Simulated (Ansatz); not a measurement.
# C₂H₄BFO: basis-set convergence

An exercise on one series of results from a longer session: the logs are not shown, and one member is left open.

Computed with Ansatz 0.2.0, Gaussian basis. Level: one geometry, several basis sets.

Plan: PBE0-D4/def2-SVP; ωB97M-V/def2-SVP; PBE0-D4/def2-QZVPP; ωB97M-V/def2-QZVPP; the functionals' def2-TZVPP values are taken from earlier runs.

## The relaxed structure

An earlier PBE0-D4 in a triple-zeta def2 set relaxation fixed the geometry.

SMILES `C=C(F)BO`, 9 atoms, charge 0, spin multiplicity 1.

Atoms are counted from 1 here; the program's logs count them from 0.

Bond lengths: C1–C2 1.326 Å, C1–H6 1.082 Å, C1–H7 1.084 Å, C2–F3 1.362 Å, C2–B4 1.557 Å, B4–O5 1.347 Å, B4–H8 1.195 Å, O5–H9 0.964 Å. Angles: C2–C1–H6 118.6°, C2–C1–H7 122.5°, H6–C1–H7 118.9°, C1–C2–F3 118.8°, C1–C2–B4 126.5°, F3–C2–B4 114.7°, C2–B4–O5 120.4°, C2–B4–H8 120.9°, O5–B4–H8 118.8°, B4–O5–H9 112.4°.

The first run:

The input, in.yaml:

```yaml
crystal:
  periodic: [false, false, false]
  atoms:
    - {symbol: C, position_ang: [-1.169433, 0.333275, 0.990780]}
    - {symbol: C, position_ang: [0.006548, 0.240783, 0.386102]}
    - {symbol: F, position_ang: [1.081325, 0.862917, 0.944724]}
    - {symbol: B, position_ang: [0.311563, -0.523888, -0.935631]}
    - {symbol: O, position_ang: [1.559105, -0.536453, -1.442312]}
    - {symbol: H, position_ang: [-2.021565, -0.162031, 0.544705]}
    - {symbol: H, position_ang: [-1.307936, 0.885395, 1.913010]}
    - {symbol: H, position_ang: [-0.551616, -1.109039, -1.518534]}
    - {symbol: H, position_ang: [2.180511, -0.037360, -0.899944]}
basis:
  gaussian: {orbitals: def2-SVP}
hamiltonian: {xc: pbe0, dispersion: d4}
output: {orbitals: {seedname: orbitals}}
```

Started as:

```console
ansatz run in.yaml --threads 2 --pin off --events-out ev --progress --plain --max-ram 4352MiB
```

Steps of the session up to this table: PBE0-D4 in def2-SVP; ωB97M-V in def2-SVP; PBE0-D4 in def2-QZVPP; ωB97M-V in def2-QZVPP.

One of the session's tables, all rows but one given; the rest of the session is left out.

| functional | basis | HOMO (eV) |
| --- | --- | --- |
| PBE0-D4 | def2-SVP | -7.91 |
| PBE0-D4 | def2-TZVPP | -8.04 |
| PBE0-D4 | def2-QZVPP | -8.07 |
| ωB97M-V | def2-SVP | ? |
| ωB97M-V | def2-TZVPP | -10.28 |
| ωB97M-V | def2-QZVPP | -10.31 |

Estimate the missing values for ωB97M-V, def2-SVP.

The run gave: HOMO (eV): -10.13. In the column «HOMO (eV)» it lies between ωB97M-V, def2-TZVPP (-10.28) and PBE0-D4, def2-QZVPP (-8.07).
